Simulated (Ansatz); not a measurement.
This script drives the Ansatz DFT code, driven from Python.

Input file `asfh4si.xyz`:
```text
7

F    -2.14310   -0.11320    0.26230
Si   -0.68090   -0.19610   -0.48140
As    0.92260   -0.40570    1.14090
H    -0.57650   -1.36320   -1.36030
H    -0.41350    1.00790   -1.29430
H     0.82750    1.11450    1.55460
H     2.12520   -0.11220    0.13260
```

Script `asfh4si_md.py`:
```python
'''Molecular dynamics of one AsFH4Si molecule.'''

import ansatz as az
import numpy as np

molecule = az.Crystal.molecule_from_extxyz('asfh4si.xyz')

calculation = molecule.calculation()
calculation = calculation.basis(gaussian='def2-SVP')
calculation = calculation.functional('PBE0').md('nve', timestep=0.5, steps=40, temperature=500, initial_velocities='maxwell_boltzmann', seed=10)
frames = []
calculation.session().plan().execute(on_event=lambda e: frames.append(e['data']) if e['event'] == 'md_step' else None)
print('t (fs)   E_pot (eV)      E_kin (eV)   T (K)   d(0-1) (A)')
for f in frames[::2]:
    xyz = np.array(f['positions_ang'])
    print(f'{f["time_fs"]:6.2f} {f["lagrangian_ev"]:14.5f} {f["e_kin_ev"]:10.5f} {f["temperature_k"]:8.1f} {np.linalg.norm(xyz[0] - xyz[1]):9.4f}')
kept = np.array([f['conserved_ev'] for f in frames])
print(f'conserved energy moves by at most {1000 * np.ptp(kept):.3f} meV')
```

It is started by `python asfh4si_md.py`. Estimate its wall time and peak memory on 1 thread of AMD EPYC 9R45 (Zen 5), on a shared host.

It took about 57 s, with a peak of 0.25 GiB, for 1 run of the engine.

Running `python asfh4si_md.py` prints:
```text
t (fs)   E_pot (eV)      E_kin (eV)   T (K)   d(0-1) (A)
  0.00   -71476.70977    0.32315    500.0    1.6426
  1.00   -71476.67893    0.29249    452.6    1.6381
  2.00   -71476.62126    0.23547    364.3    1.6333
  3.00   -71476.57728    0.19200    297.1    1.6282
  4.00   -71476.57846    0.19307    298.7    1.6228
  5.00   -71476.61856    0.23256    359.8    1.6175
  6.00   -71476.66067    0.27411    424.1    1.6124
  7.00   -71476.66947    0.28289    437.7    1.6079
  8.00   -71476.63971    0.25357    392.3    1.6042
  9.00   -71476.59453    0.20888    323.2    1.6014
 10.00   -71476.56144    0.17603    272.4    1.5996
 11.00   -71476.55531    0.16993    262.9    1.5990
 12.00   -71476.57746    0.19194    297.0    1.5994
 13.00   -71476.61902    0.23322    360.9    1.6008
 14.00   -71476.66207    0.27587    426.9    1.6031
 15.00   -71476.68354    0.29704    459.6    1.6061
 16.00   -71476.66812    0.28171    435.9    1.6097
 17.00   -71476.62445    0.23853    369.1    1.6136
 18.00   -71476.58413    0.19867    307.4    1.6176
 19.00   -71476.57576    0.19030    294.5    1.6217
 20.00   -71476.60133    0.21549    333.4    1.6256
conserved energy moves by at most 1.395 meV
```

Reading the output:
- These settings explore the input space; basis and method may be short of convergence.
- The trajectory is only some femtoseconds long, so its temperature is not equilibrated; where the script doesn't relax first, it starts from a rough generated geometry.
- The temperature counts the internal degrees of freedom alone.

(Lines on the test bed's own set-up are left out of the output.)
